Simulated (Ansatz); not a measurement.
# Be2Si (Fm-3m) in Ansatz: notebook

One crystal, Be2Si, is run at these levels: LDA, PBE; tasks: single point.

All numbers are computed with Ansatz 0.2.0; they aren't measurements. Logs are shortened: lines on timing, memory, paths and dates and some standing lists are left out, and cuts for length are marked.

## 1. The structure

The structure is cubic, space group Fm-3m (No. 225). Conventional cell: a = 5.280 Å, b = 5.280 Å, c = 5.280 Å, α = 90.00°, β = 90.00°, γ = 90.00°. Si (site symmetry m-3m) has 8 Be at 2.29 Å as nearest neighbours. Be (site symmetry -43m) is surrounded by 4 Si at 2.29 Å.

The cell comes from a database or a generator and needn't be the stable form of this composition.

## 2. Single point, LDA

Contents of input.yaml:

```yaml
crystal:
  lattice:
    - [0.0, 2.64, 2.64]
    - [2.64, 0.0, 2.64]
    - [2.64, 2.64, 0.0]
  atoms:
    - { symbol: Si, position: [0.0, 0.0, 0.0] }
    - { symbol: Be, position: [0.25, 0.25, 0.25] }
    - { symbol: Be, position: [0.75, 0.75, 0.75] }
hamiltonian:
  xc: lda
  pseudopotentials: { kind: paw }
kpoints:
  mp_grid: { grid: [9, 9, 9] }
scf:
  occupations: { method: gaussian, width: 0.05 }
output:
  forces: true
  stress: true
  eigenvalues: true
```

Potentials or basis: Ansatz PAW.

Started as:

```bash
$ ansatz run input.yaml --threads 2 --pin off --max-ram 5632MiB --backend cpu --events-out ev --progress --plain --runs-dir out
```

The program printed:

```text
Warning: RAYON_NUM_THREADS=2 ignored (pool sized by the plan → 2); use --threads N
Engine: ansatz 0.2.0, x86_64-unknown-linux-gnu
Pseudopotentials: kind: paw
Pseudopotential: Si, paw, valence charge 4, recommended cutoff 420 eV (normal), Si.paw.azcp
Pseudopotential: Be, paw, valence charge 2, recommended cutoff 420 eV (normal), Be.paw.azcp
Functional definition: SPW92
  exchange = slater_x
  correlation = pw_c
Crystal: 3 atoms, lattice volume = 36.799 Å³
Basis set: ecut = 420 eV, 725 PW (Γ)
Bands: 8, of which v1, the nominal top of the filled ones, is band 4 counted from 1 (3 counted from 0)
Symmetry: 48 space group operations
Space group: Fm-3m (ITA 225), of the structure as read, at distance tolerance 3.3e-5 Å
k-points: 35 of 729
Non-local potential: Si, projectors of the file, l = 0: 2, l = 1: 2, l = 2: 2
Non-local potential: Be, projectors of the file, l = 0: 2, l = 1: 2, l = 2: 1
PAW form: soft (Blöchl's): semilocal exchange-correlation on the pseudo side does not see the compensation charge
PAW frozen core: Si, regenerated for the run's functional, and the local potential with it (the file was generated under x = pbe(κ = 0.804, μ = 0.2195149727645171), c = pbe(β = 0.06672455060314922))
PAW frozen core: Be, regenerated for the run's functional, and the local potential with it (the file was generated under x = pbe(κ = 0.804, μ = 0.2195149727645171), c = pbe(β = 0.06672455060314922))
PAW one-centre angular grid: Si, 110 points (default); XC on 64 Gauss nodes
PAW one-centre angular grid: Be, 110 points (default); XC on 64 Gauss nodes
Initial density: superposition of atomic densities (neutral atoms: chi_scale 0, normalization atom), corrected by the library's trained network
Initial wavefunctions: pseudopotential atomic-orbital guess
Functional: x = slater, c = lda
SCF iter   1: F=—  HF=-784.387881 eV  |F-HF|=—  |Δ(HF+E_count)|=         —  Δρ=3.43e-3  dr2=3.43e-3  ethr=1.77e-3  ⟨swp⟩=5.9  Hψ=2323  notcnv=0
preconditioner: auto → none  [insulator: Δε(μ)=0.105 eV  Ē_g=8.883 eV  σ=0.050 eV  W_gap=0.74  n_scr=8 (ndim 8)  ℏωp=17.3 eV  f_vac=0.000  D(μ)=0.32/eV (n_scr^D=0)  ε∞_Penn≈4.8]
SCF iter   2: F=—  HF=-784.387357 eV  |F-HF|=—  |Δ(HF+E_count)|=   5.24e-4  Δρ=1.53e-3  dr2=6.09e-4  ethr=4.28e-5  ⟨swp⟩=1.3  Hψ=599  notcnv=0
SCF iter   3: F=—  HF=-784.387371 eV  |F-HF|=—  |Δ(HF+E_count)|=   1.40e-5  Δρ=3.68e-4  dr2=3.74e-5  ethr=7.62e-6  ⟨swp⟩=1.0  Hψ=279  notcnv=0
SCF iter   4: F=—  HF=-784.387370 eV  |F-HF|=—  |Δ(HF+E_count)|=   7.00e-7  Δρ=2.37e-5  dr2=2.43e-7  ethr=4.67e-7  ⟨swp⟩=2.0  Hψ=402  notcnv=0
iter 5 did not close the SCF: its close was put off for the readings that it lacked (scf_convergence_deferred on its scf_iter line)
SCF iter   5: F=-784.387370 eV  HF=-784.387370 eV  |F-HF|=2.09e-8  |Δ(HF+E_count)|=   5.23e-8  Δρ=7.05e-6  dr2=3.07e-8  ethr=3.03e-9  ⟨swp⟩=2.0  Hψ=416  notcnv=0
SCF iter   6: F=-784.387370 eV  HF=-784.387370 eV  |F-HF|=1.00e-9  |Δ(HF+E_count)|=   1.03e-8  Δρ=1.52e-6  dr2=1.47e-9  ethr=3.84e-10  ⟨swp⟩=2.1  Hψ=973  notcnv=0
SCF 1 converged in 6 iterations: F = -784.387370 eV  dr2 = 1.47e-9
SCF converged after 6 iterations
Free energy (F): -784.387370 eV
Harris-Foulkes:  -784.387370 eV  (|F-HF|=1.00e-9)
Internal energy: -784.386971 eV  (E = F + TS)
E sigma→0 (E₀):  -784.387171 eV
Entropy (-TS):   -0.000399 eV (-0.133 meV/atom)
Fermi energy:    7.256957 eV
--- Per-component energies (eV) ---
  E_band       = 15.029944
  E_kinetic    = 80.151767
  E_local      = -21.504854  (includes V_loc(G=0)·N_el)
  E_nonlocal   = 36.654684
  E_hartree    = 6.796633
  E_xc         = -93.226022
  E_vxc        = -87.815149  (∫ρ·V_xc dr)
  E_paw        = -596.477341  (= ΣΔE_a)
  E_vpaw       = -6.049917  (= ΣTr[D̂ρ^β])
  E_aug_tail   = 0.000004  (compensation charges beyond the density's cutoff)
  E_ewald      = -196.926748
  E_core_change = 0.144905  (= ΣΔE_core)
  E_smearing   = -0.000399  (= −TS)
  E_closure    = -0.000000  (closes the sum)
  Σ components = -784.387370   (vs F -784.387370, Δ=0.00e0)
--- Forces (eV/Å), atoms counted from 1 ---
  atom   1  Si    -0.00000000    -0.00000000     0.00000000
  atom   2  Be     0.00000000    -0.00000000    -0.00000000
  atom   3  Be     0.00000000    -0.00000000    -0.00000000
  max |Σ_I F_I| component: 1.02e-16 eV/Å
--- Stress (GPa, compression-positive) ---
       -3.814409       0.000000       0.000000
       -0.000000      -3.814409      -0.000000
        0.000000       0.000000      -3.814409
  P = ⅓ Tr σ = -3.8144 GPa (-38.144 kbar)
--- Band table (eV; the first three rows and the last of 35) ---
  k-point 0: bands = ["-4.7818", "7.5859", "7.5859", "7.5859", "8.0087", "8.0087", "8.0087", "13.1250"]
  k-point 1: bands = ["-4.6228", "5.7307", "6.9567", "6.9567", "8.6876", "8.6876", "9.1556", "13.4117"]
  k-point 2: bands = ["-4.1527", "3.5693", "6.3697", "6.3697", "9.0847", "9.0847", "9.6346", "13.3040"]
  k-point 34: bands = ["-1.3968", "1.4236", "1.9693", "2.5873", "9.9399", "10.6648", "11.2606", "13.2628"]
```

Run time: 0.58 s. Hardware: 2 threads of Intel Xeon Platinum 8259CL at 2.50GHz (Skylake/Cascade Lake), shared host; peak memory 0.34 GiB.

Results:

| Item | Value |
| --- | --- |
| Free energy | -784.3874 eV |
| Pressure | -3.8 GPa |
| Band gap on the k mesh | none (metal or under the smearing width) |

Caveat: the PAW data sets come from PBE, with cores solved anew for the run's functional, which leaves a small shift of forces and pressure.

## 3. Single point, PBE

Changes to input.yaml since step 2:

```diff
@@ -10,3 +10,3 @@
 hamiltonian:
-  xc: lda
+  xc: pbe
   pseudopotentials: { kind: paw }
@@ -15,3 +15,3 @@
 scf:
-  occupations: { method: gaussian, width: 0.05 }
+  occupations: { method: gaussian, width: 0.1 }
 output:
@@ -20 +20,5 @@
   eigenvalues: true
+  write_density: true
+  write_potential: true
+  elf: true
+  volumetric_format: npy
```

Potentials or basis: Ansatz PAW.

Started as:

```bash
$ ansatz run input.yaml --threads 2 --pin off --max-ram 5632MiB --backend cpu --events-out ev --progress --plain --runs-dir out
```

It took 0.73 s on 2 threads of Intel Xeon Platinum 8259CL at 2.50GHz (Skylake/Cascade Lake), shared host; peak memory 0.34 GiB.

The run converged. Its results:

```yaml
Free_energy: -820.6255 eV
Pressure: 0.2 GPa
Band_gap_on_the_k_mesh: none (metal or under the smearing width)
```

Levels at points of the mesh, in eV from the Fermi level:
```
           k point  band 1  band 2  band 3  band 4  band 5  band 6  band 7  band 8
(0.00, 0.00, 0.00)  -12.04    0.41    0.41    0.41    0.82    0.82    0.82    6.09
```
